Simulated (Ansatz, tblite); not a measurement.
**Trans-NiH2(PF3)2 (F₆H₂NiP₂): one state, many levels**

One table from this session's results is given with a row withheld; the runs are named, their logs left out.

The runs use Ansatz 0.2.0, Gaussian basis; as each input shows.

Levels to be run: GFN1-xTB, GFN2-xTB, PBE-D4/def2-TZVP, r2SCAN-D4/def2-TZVP, HF/def2-TZVP, CAM-B3LYP-D4/def2-TZVP, BHLYP-D4/def2-TZVP, PBE-D4/def2-SVP, PBE0-D4/def2-SVP, HF/STO-3G, MP2/def2-TZVP, RPA/def2-TZVP.

2 further runs of the same task are left out: 2 set aside as unsound or not needed. Runs told in other sessions of the task aren't counted.

## The geometry

The geometry is that of the singlet, from an earlier relaxation (B3LYP-D4/def2-SVP).

11 atoms, charge 0, spin multiplicity 1.

Bond lengths: F1–P8 1.585 Å, F2–P8 1.588 Å, F3–P8 1.585 Å, F4–P9 1.585 Å, F5–P9 1.588 Å, F6–P9 1.585 Å, Ni7–P8 2.062 Å, Ni7–P9 2.062 Å, Ni7–H10 1.501 Å, Ni7–H11 1.501 Å. Angles: P8–Ni7–P9 179.2°, P8–Ni7–H10 84.3°, P8–Ni7–H11 95.8°, P9–Ni7–H10 96.0°, P9–Ni7–H11 83.9°, H10–Ni7–H11 179.9°, F1–P8–F2 97.9°, F1–P8–F3 99.7°, F1–P8–Ni7 116.4°, F2–P8–F3 97.5°, F2–P8–Ni7 123.3°, F3–P8–Ni7 117.5°, F4–P9–F5 97.7°, F4–P9–F6 99.7°, F4–P9–Ni7 116.9°, F5–P9–F6 97.7°, F5–P9–Ni7 123.5°, F6–P9–Ni7 116.9°.

Coordinates:

```
F     0.2119    2.7721    1.3830
F    -1.2746    2.9151   -0.4859
F     1.0761    2.8099   -0.8805
F    -1.0261   -2.7734    0.9628
F     1.2928   -2.9263    0.4118
F    -0.3120   -2.7962   -1.3529
Ni    0.0104    0.0000   -0.0125
P    -0.0211    2.0622   -0.0149
P     0.0228   -2.0619    0.0112
H     1.4342    0.1715    0.4291
H    -1.4143   -0.1730   -0.4514
```

No spin-orbit coupling is included.

PBE0-D4/def2-TZVP was run before; its log isn't repeated, and its numbers join the tables.

The first run:

Tight binding, by tblite at 300 K electronic temperature and without a spin-polarisation term:

```python
tblite.interface.Calculator('GFN1-xTB', numbers, positions, charge=0, uhf=0).singlepoint()
```

Tight binding, by tblite at 300 K electronic temperature and without a spin-polarisation term:

```python
tblite.interface.Calculator('GFN2-xTB', numbers, positions, charge=0, uhf=0).singlepoint()
```

start.molden holds the orbitals of an earlier run on this state, given as this run's starting guess.

in.yaml

```yaml
crystal:
  periodic: [false, false, false]
  atoms:
    - {symbol: F, position_ang: [0.211923, 2.772093, 1.383008]}
    - {symbol: F, position_ang: [-1.274573, 2.915146, -0.485895]}
    - {symbol: F, position_ang: [1.076064, 2.809921, -0.880540]}
    - {symbol: F, position_ang: [-1.026081, -2.773410, 0.962832]}
    - {symbol: F, position_ang: [1.292838, -2.926335, 0.411769]}
    - {symbol: F, position_ang: [-0.312037, -2.796201, -1.352874]}
    - {symbol: Ni, position_ang: [0.010379, -0.000007, -0.012458]}
    - {symbol: P, position_ang: [-0.021109, 2.062223, -0.014874]}
    - {symbol: P, position_ang: [0.022767, -2.061922, 0.011242]}
    - {symbol: H, position_ang: [1.434170, 0.171470, 0.429150]}
    - {symbol: H, position_ang: [-1.414340, -0.172978, -0.451370]}
basis:
  gaussian: {orbitals: def2-TZVP, initial_orbitals: start.molden}
hamiltonian: {xc: pbe, dispersion: d4}
scf: {omitted_lower_state_checks: [starts]}
output: {forces: true, orbitals: {seedname: orbitals}}
```

On the command line:

```sh
> ansatz run in.yaml --threads 4 --pin off --events-out ev --progress --plain --max-ram 4787MiB
```

Steps of the session up to this table: PBE-D4/def2-TZVP; r2SCAN-D4/def2-TZVP; HF/def2-TZVP; CAM-B3LYP-D4/def2-TZVP; BHLYP-D4/def2-TZVP; PBE-D4/def2-SVP; PBE0-D4/def2-SVP; HF/STO-3G; MP2/def2-TZVP; RPA/def2-TZVP.

One of the session's tables, all rows but one given; the rest of the session is left out.

It belongs to the step «Binding energy». 

```
                 level  binding an atom (eV)
          HF/def2-TZVP                 1.890
       PBE-D4/def2-SVP                 3.711
      PBE-D4/def2-TZVP                 3.762
   r2SCAN-D4/def2-TZVP                 3.645
      PBE0-D4/def2-SVP                 3.379
     PBE0-D4/def2-TZVP                 3.489
    BHLYP-D4/def2-TZVP                 3.199
CAM-B3LYP-D4/def2-TZVP                     ?
         MP2/def2-TZVP                 3.678
```

Estimate the missing values for CAM-B3LYP-D4/def2-TZVP.

**Answer.** binding an atom (eV): 3.570. In the column «binding an atom (eV)» it lies between PBE0-D4/def2-TZVP (3.489) and r2SCAN-D4/def2-TZVP (3.645).

Caveats from the session: Free atoms were run apart at each level; binding is atoms less cluster, divided by the number of atoms, without zero-point or spin-orbit terms.
